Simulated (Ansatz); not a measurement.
Task: cell relaxations under several functionals of Pd₃PbC, space group Pm-3m, with the Python package of Ansatz (0.2.0). Give the script and its output. Use (first run): r2SCAN, PAW, cutoff 470 eV, 6×6×6 k-points, Fermi-Dirac smearing of 0.1 eV, RVV10 dispersion.

```cif
data_structure
_symmetry_space_group_name_H-M 'P 1'
_symmetry_Int_Tables_number 1
_cell_length_a 4.2989
_cell_length_b 4.2989
_cell_length_c 4.2989
_cell_angle_alpha 90.000
_cell_angle_beta 90.000
_cell_angle_gamma 90.000
_cell_volume 79.45
loop_
_atom_site_label
_atom_site_type_symbol
_atom_site_fract_x
_atom_site_fract_y
_atom_site_fract_z
_atom_site_occupancy
Pd1 Pd 0.00000 0.50000 0.50000 1
Pd2 Pd 0.50000 0.50000 0.00000 1
Pd3 Pd 0.50000 0.00000 0.50000 1
Pb1 Pb 0.00000 0.00000 0.00000 1
C1 C 0.50000 0.50000 0.50000 1
```

`pd3pbc.py`
```python
"""How the lattice of Pd3PbC depends on the functional."""

import ansatz as az
import numpy as np

def edges_and_angles(cell):
    cell = np.asarray(cell)
    a, b, c = np.linalg.norm(cell, axis=1)
    cosines = cell[1] @ cell[2] / (b * c), cell[0] @ cell[2] / (a * c), cell[0] @ cell[1] / (a * b)
    return (a, b, c, *np.degrees(np.arccos(cosines)))


def main() -> None:
    lattice = az.Lattice.of(
        (4.298945, 0.0, 0.0),
        (0.0, 4.298945, 0.0),
        (0.0, 0.0, 4.298945),
    )
    sites = [
        ("Pd", (0.0, 0.5, 0.5)),
        ("Pd", (0.5, 0.5, 0.0)),
        ("Pd", (0.5, 0.0, 0.5)),
        ("Pb", (0.0, 0.0, 0.0)),
        ("C", (0.5, 0.5, 0.5)),
    ]
    structure = az.Crystal(lattice=lattice)
    for symbol, position in sites:
        structure = structure.atom(symbol, position)

    model = (
        structure.calculation()
        .occupations("Fermi-Dirac")
        .kpoints(6, 6, 6, center="gamma")
        .basis(470)
        .relax(cell=True, force_tolerance=0.02, max_steps=60)
    )

    levels = [("r2scan", "rvv10"), ("rpbe", "none"), ("pbe", "d4")]
    print("level            a       b       c    alpha   beta  gamma  V/atom  steps")
    for name, dispersion in levels:
        seen = []
        run = model.functional(name, dispersion=dispersion).session().plan()
        out = run.execute(on_event=lambda e: seen.append(e) if e["event"] == "relax_step" else None)
        cell = out.lattice.cell_ang
        label = name if dispersion == "none" else f"{name}+{dispersion}"
        print("{:13s} {:7.4f} {:7.4f} {:7.4f} {:6.2f} {:6.2f} {:6.2f}".format(label, *edges_and_angles(cell)), f"{abs(np.linalg.det(cell)) / len(out.lattice.sites):7.3f} {len(seen):5d}")


if __name__ == "__main__":
    main()
```

```console
$ python pd3pbc.py
level            a       b       c    alpha   beta  gamma  V/atom  steps
DeckWarning: basis.ecutwfc = 470 eV is below the records' recommended 500 eV, and the density's cutoff is lower with it unless basis.ecutrho_ratio is high enough to keep the records' density cutoff: compare with a run at a higher cutoff
r2scan+rvv10   4.2404  4.2404  4.2404  90.00  90.00  90.00  15.249     5
rpbe           4.3263  4.3263  4.3263  90.00  90.00  90.00  16.195     4
pbe+d4         4.2444  4.2444  4.2444  90.00  90.00  90.00  15.292     5
```
(Warnings from the package without file and line.)

From smallest to largest: r2SCAN+RVV10 (15.25 Å³ an atom, -4.0 % against the start), PBE+D4 (15.29 Å³ an atom, -3.8 % against the start) and RPBE (16.20 Å³ an atom, +1.9 % against the start). The spread is 6.2 % in volume.

Caveats:
- The cutoff lies under the one recommended for these potentials in some of the runs.
- The run is spin-unpolarised.
- Forces vanish by symmetry, so the ions can't move, and the end may be a saddle.
- Dispersion corrections can be off by several per cent in the lattices of metals, and by several GPa in the pressure at a fixed cell.
- The mesh is modest for a metal, so energies can be off by several to tens of meV an atom and pressures by half a GPa or more; differences at equal mesh fare better.
- Spin-orbit coupling, which matters for elements this heavy, is left out.
- The structure comes from a database of computed cells and needn't be a stable or known phase.
- The whole script took 99 s on 1 thread of Arm Neoverse V1, on a shared host, peak memory 0.7 GiB.
